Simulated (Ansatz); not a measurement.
# GaH₅O₄: basis-set convergence

How large a basis does GaH₅O₄ need? Two functionals are run in growing sets.

Program: Ansatz 0.2.0, Gaussian basis. Level of theory: one geometry, several basis sets. These are calculated values, not measurements.

Plan: PBE0-D4/def2-SVP; ωB97M-V/def2-SVP; PBE0-D4/def2-QZVPP; ωB97M-V/def2-QZVPP; the functionals' def2-TZVPP values are taken from earlier runs.

## 1. The relaxed structure

The geometry comes from an earlier relaxation with PBE0-D4 in a triple-zeta def2 set; it is a stationary point, not always the lowest conformer.

SMILES `[OH][Ga-]([OH])([OH])[OH2+]`, 10 atoms, charge 0, spin multiplicity 1.

Atoms are counted from 1 here; the program's logs count them from 0.

Bond lengths: O1–Ga2 1.802 Å, O1–H6 0.959 Å, Ga2–O3 1.812 Å, Ga2–O4 1.787 Å, Ga2–O5 2.105 Å, O3–H7 0.958 Å, O4–H8 0.959 Å, O5–H9 0.969 Å, O5–H10 0.966 Å. Angles: Ga2–O1–H6 113.3°, O1–Ga2–O3 117.8°, O1–Ga2–O4 117.7°, O1–Ga2–O5 92.6°, O3–Ga2–O4 120.8°, O3–Ga2–O5 87.3°, O4–Ga2–O5 109.1°, Ga2–O3–H7 114.1°, Ga2–O4–H8 112.9°, Ga2–O5–H9 97.4°, Ga2–O5–H10 102.3°, H9–O5–H10 106.9°.

## 2. PBE0-D4 in def2-SVP

in.yaml reads:

```yaml
crystal:
  periodic: [false, false, false]
  atoms:
    - {symbol: O, position_ang: [-1.365480, 0.839531, 0.826814]}
    - {symbol: Ga, position_ang: [-0.258700, -0.369568, 0.077799]}
    - {symbol: O, position_ang: [1.268420, -0.778967, 0.963253]}
    - {symbol: O, position_ang: [-0.951151, -1.497028, -1.122647]}
    - {symbol: O, position_ang: [0.840938, 1.116972, -0.928978]}
    - {symbol: H, position_ang: [-2.290301, 0.680034, 0.631000]}
    - {symbol: H, position_ang: [1.179818, -0.778080, 1.917349]}
    - {symbol: H, position_ang: [-0.379363, -2.244774, -1.305598]}
    - {symbol: H, position_ang: [1.649849, 1.053806, -0.399180]}
    - {symbol: H, position_ang: [0.389168, 1.926775, -0.656811]}
basis:
  gaussian: {orbitals: def2-SVP}
hamiltonian: {xc: pbe0, dispersion: d4}
output: {orbitals: {seedname: orbitals}}
```

Further steps of the session: ωB97M-V in def2-SVP; PBE0-D4 in def2-QZVPP; ωB97M-V in def2-QZVPP.

**Question.** What will the summary of the whole plan be? Wanted: PBE0-D4: double and triple zeta above quadruple; ωB97M-V: double and triple zeta above quadruple.

The runs gave:

```
                                       quantity           value
PBE0-D4: double and triple zeta above quadruple  18.93, 1.70 eV
ωB97M-V: double and triple zeta above quadruple  19.06, 1.64 eV
```

For PBE0-D4 the step from double to triple zeta gains 17.23 eV and the next only 1.70 eV. These are total energies; as a rule much of such shifts cancels in differences, which this series doesn't test. The LUMO of ωB97M-V is positive and keeps falling with the basis (1.83 to 0.85 eV): an unbound level that the basis holds in place.
